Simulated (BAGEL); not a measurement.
**Two attempts at quartet Si2H5SO**

Wanted: a single-point energy of quartet Si2H5SO, UHF/def2-SVP (density fitting with qzvpp-jkfit).

The calculation is run with BAGEL 1.2.2.

1 further run of the same task is left out (set aside as unsound or not needed). Runs told in other sessions of the task aren't counted.

## (1) Starting point

The species is Si2H5SO (9 atoms), meant as a quartet with charge 0. SMILES of the parent species: `O[SiH2]S[SiH2]`. Geometry: relaxed at PBE0-D4/def2-TZVP. This is one conformer, not always the lowest. That shape belongs to the parent species and isn't relaxed for this state.

Bond lengths: O1–Si2 1.638 Å, Si2–S3 2.143 Å, S3–Si4 2.129 Å, O1–H5 0.959 Å, Si2–H6 1.486 Å, Si2–H7 1.476 Å, Si4–H8 1.495 Å, Si4–H9 1.489 Å. Some angles: O1–Si2–S3 112.9°, Si2–S3–Si4 97.0°, O1–Si2–H6 111.4°, O1–Si2–H7 105.8°, S3–Si2–H6 107.3°, S3–Si2–H7 107.2°, Si2–O1–H5 118.0°, S3–Si4–H8 110.2°, S3–Si4–H9 107.5°, H6–Si2–H7 112.2°.

## (2) Try one

hf.json

```json
{ "bagel" : [

{
  "title" : "molecule",
  "basis" : "svp",
  "df_basis" : "qzvpp-jkfit",
  "angstrom" : true,
  "geometry" : [
    { "atom" : "O", "xyz" : [      -0.385500,       1.720800,      -1.014500 ] },
    { "atom" : "Si", "xyz" : [      -1.120700,       0.633400,      -0.034100 ] },
    { "atom" : "S", "xyz" : [      -0.625100,      -1.394800,      -0.517500 ] },
    { "atom" : "Si", "xyz" : [       1.124200,      -1.529200,       0.689200 ] },
    { "atom" : "H", "xyz" : [       0.572500,       1.717100,      -1.051200 ] },
    { "atom" : "H", "xyz" : [      -0.753500,       0.852100,       1.388900 ] },
    { "atom" : "H", "xyz" : [      -2.569300,       0.796000,      -0.266700 ] },
    { "atom" : "H", "xyz" : [       1.867700,      -0.232000,       0.666700 ] },
    { "atom" : "H", "xyz" : [       1.978000,      -2.609700,       0.122200 ] }
  ]
},

{ "title" : "rohf", "nopen" : 3 },

{ "title" : "print", "file" : "orbitals.molden", "orbitals" : true }

]}
```

Started as:

```console
$ BAGEL_NUM_THREADS=1 BAGEL hf.json > hf.out
```

The log of the run:

```text
* using 1 threads per process

  ===============================================================
  ===============================================================

  *** Geometry ***

  { "atom" : "O", "xyz" : [     -0.728489,      3.251841,     -1.917127 ] },
  { "atom" : "Si", "xyz" : [     -2.117816,      1.196953,     -0.064440 ] },
  { "atom" : "S", "xyz" : [     -1.181268,     -2.635790,     -0.977933 ] },
  { "atom" : "Si", "xyz" : [      2.124430,     -2.889769,      1.302399 ] },
  { "atom" : "H", "xyz" : [      1.081868,      3.244849,     -1.986480 ] },
  { "atom" : "H", "xyz" : [     -1.423909,      1.610236,      2.624641 ] },
  { "atom" : "H", "xyz" : [     -4.855273,      1.504222,     -0.503990 ] },
  { "atom" : "H", "xyz" : [      3.529441,     -0.438416,      1.259880 ] },
  { "atom" : "H", "xyz" : [      3.737878,     -4.931618,      0.230925 ] },

  Number of auxiliary basis functions:      551

  Since a DF basis is specified, we compute 2- and 3-index integrals:
    o Being stored without compression. Storage requirement is 0.038 GB

  Number of basis functions:       93
  Number of electrons      :       57

    * METHOD: MOLECULE                             0.32

  *** Open-shell HF ***

  === Nuclear Repulsion ===
   274.4954556963

      * DIIS with orbital gradients will be used.

  === ROHF iteration (svp) ===
      0      -1052.30641837          0.03433724           0.27
      1      -1052.38491123          0.03299192           0.27
      2      -1052.46498534          0.02546676           0.27
      3      -1052.57894304          0.00204363           0.27
      4      -1052.58533969          0.00120414           0.27
      5      -1052.58845824          0.00088582           0.27
      6      -1052.59226714          0.00075417           0.27
      7      -1052.59483023          0.00075453           0.27
      8      -1052.59290522          0.00073052           0.27
      9      -1052.59183544          0.00070533           0.27
     10      -1052.58861735          0.00072779           0.27
     11      -1052.59070916          0.00075363           0.29
     12      -1052.59128606          0.00062631           0.27
     13      -1052.59019966          0.00061537           0.28
     14      -1052.58923365          0.00052529           0.27
     15      -1052.58813970          0.00051822           0.27
     16      -1052.58849823          0.00048199           0.27
     17      -1052.58993418          0.00053896           0.27
     18      -1052.58737356          0.00051952           0.27
     19      -1052.58525335          0.00066824           0.27
     20      -1052.58636432          0.00059326           0.28
     21      -1052.58553696          0.00092759           0.28
     22      -1052.58484477          0.00101070           0.27
     23      -1052.59071351          0.00068631           0.27
     24      -1052.58785293          0.00066457           0.27
     25      -1052.58912465          0.00053045           0.27
     26      -1052.59154428          0.00066735           0.27
[... 60 lines of this table left out ...]
     87      -1052.58484489          0.00033927           0.28
     88      -1052.58500439          0.00033193           0.28
     89      -1052.58486901          0.00032840           0.28
     90      -1052.58402666          0.00033706           0.28
     91      -1052.58383893          0.00033988           0.28
     92      -1052.58405760          0.00035327           0.28
     93      -1052.58395703          0.00035099           0.28
     94      -1052.58499388          0.00033400           0.27
     95      -1052.58470988          0.00032562           0.28
     96      -1052.58493423          0.00033342           0.28
     97      -1052.58293663          0.00034945           0.28
     98      -1052.58258974          0.00032592           0.28
     99      -1052.58243015          0.00030359           0.28
    * Max iteration reached in SCF.

    * S^2 (ROHF) is 3.7500

    * Permanent dipole moment:
           (   -0.190396,     0.973235,    -0.148063) a.u.

    * METHOD: ROHF                                27.78

    * METHOD: PRINT                                0.01

  ===============================================================
```

Wall time 29 s (1 thread of Arm Neoverse V2, shared host); peak memory 0.15 GiB.

## (3) Reading the log

No converged result was reached.

In place of `{ "title" : "rohf", "nopen" : 3 },` the sound input has `{ "title" : "uhf", "nopen" : 3 },`. The next try takes another reference, UHF in place of ROHF: a different method, not a cure for the first.

## (4) The mended input

hf.json: that of step 2 with these lines changed.

```diff
@@ -20,3 +20,3 @@
 
-{ "title" : "rohf", "nopen" : 3 },
+{ "title" : "uhf", "nopen" : 3 },
```

Started as:

```console
$ BAGEL_NUM_THREADS=1 BAGEL hf.json > hf.out
```

The log of the run:

```text
* using 1 threads per process

  ===============================================================
  ===============================================================

  *** Geometry ***

  { "atom" : "O", "xyz" : [     -0.728489,      3.251841,     -1.917127 ] },
  { "atom" : "Si", "xyz" : [     -2.117816,      1.196953,     -0.064440 ] },
  { "atom" : "S", "xyz" : [     -1.181268,     -2.635790,     -0.977933 ] },
  { "atom" : "Si", "xyz" : [      2.124430,     -2.889769,      1.302399 ] },
  { "atom" : "H", "xyz" : [      1.081868,      3.244849,     -1.986480 ] },
  { "atom" : "H", "xyz" : [     -1.423909,      1.610236,      2.624641 ] },
  { "atom" : "H", "xyz" : [     -4.855273,      1.504222,     -0.503990 ] },
  { "atom" : "H", "xyz" : [      3.529441,     -0.438416,      1.259880 ] },
  { "atom" : "H", "xyz" : [      3.737878,     -4.931618,      0.230925 ] },

  Number of auxiliary basis functions:      551

  Since a DF basis is specified, we compute 2- and 3-index integrals:
    o Being stored without compression. Storage requirement is 0.038 GB

  Number of basis functions:       93
  Number of electrons      :       57

    * METHOD: MOLECULE                             0.32

  *** Open-shell HF ***

  === Nuclear Repulsion ===
   274.4954556963

      * DIIS with orbital gradients will be used.

  === UHF iteration (svp) ===
      0      -1052.30641837          0.03433724           0.28
      1      -1052.39239787          0.03277086           0.27
      2      -1052.47644961          0.02510026           0.27
      3      -1052.58558420          0.00202367           0.27
      4      -1052.59238627          0.00118664           0.28
      5      -1052.59551180          0.00088062           0.28
      6      -1052.59967988          0.00074632           0.28
      7      -1052.60240837          0.00073110           0.27
      8      -1052.60251057          0.00072603           0.27
      9      -1052.60423602          0.00073116           0.27
     10      -1052.60746840          0.00074101           0.27
     11      -1052.60388692          0.00072055           0.27
     12      -1052.59739848          0.00100872           0.27
     13      -1052.60381560          0.00077914           0.27
     14      -1052.60706987          0.00073721           0.27
     15      -1052.61192173          0.00056924           0.27
     16      -1052.60986910          0.00110632           0.27
     17      -1052.61810208          0.00074131           0.27
     18      -1052.61692887          0.00069387           0.27
     19      -1052.61864348          0.00060662           0.28
     20      -1052.61888518          0.00018630           0.27
     21      -1052.61911349          0.00010791           0.27
     22      -1052.61923180          0.00006159           0.27
     23      -1052.61925885          0.00004864           0.27
     24      -1052.61927715          0.00002818           0.27
     25      -1052.61928557          0.00001634           0.27
     26      -1052.61928765          0.00000793           0.27
     27      -1052.61928799          0.00000515           0.27
     28      -1052.61928818          0.00000369           0.27
     29      -1052.61928843          0.00000205           0.27
     30      -1052.61928849          0.00000128           0.27
     31      -1052.61928850          0.00000093           0.27
     32      -1052.61928850          0.00000071           0.27
     33      -1052.61928851          0.00000050           0.28
     34      -1052.61928851          0.00000035           0.27
     35      -1052.61928851          0.00000021           0.27
     36      -1052.61928851          0.00000014           0.27
     37      -1052.61928851          0.00000011           0.27
     38      -1052.61928851          0.00000009           0.27
     39      -1052.61928851          0.00000006           0.27
     40      -1052.61928851          0.00000005           0.27
     41      -1052.61928851          0.00000004           0.27
     42      -1052.61928851          0.00000003           0.27
     43      -1052.61928851          0.00000002           0.27
     44      -1052.61928851          0.00000002           0.27
     45      -1052.61928851          0.00000001           0.27
    * SCF iteration converged.

    * S^2 (UHF) is 3.7725

    * Permanent dipole moment:
           (    1.035285,    -0.451935,     0.481598) a.u.

    * METHOD: UHF                                 12.76

    * METHOD: PRINT                                0.01

  ===============================================================
```

Wall time 14 s (1 thread of Arm Neoverse V2, shared host); peak memory 0.15 GiB.

## (5) What came out

Level: UHF/def2-SVP (density fitting with qzvpp-jkfit).

| quantity | value |
| --- | --- |
| total energy | -1052.61929 Eh |
| dipole moment | 3.12 D |
| ⟨S²⟩ | 3.772 |
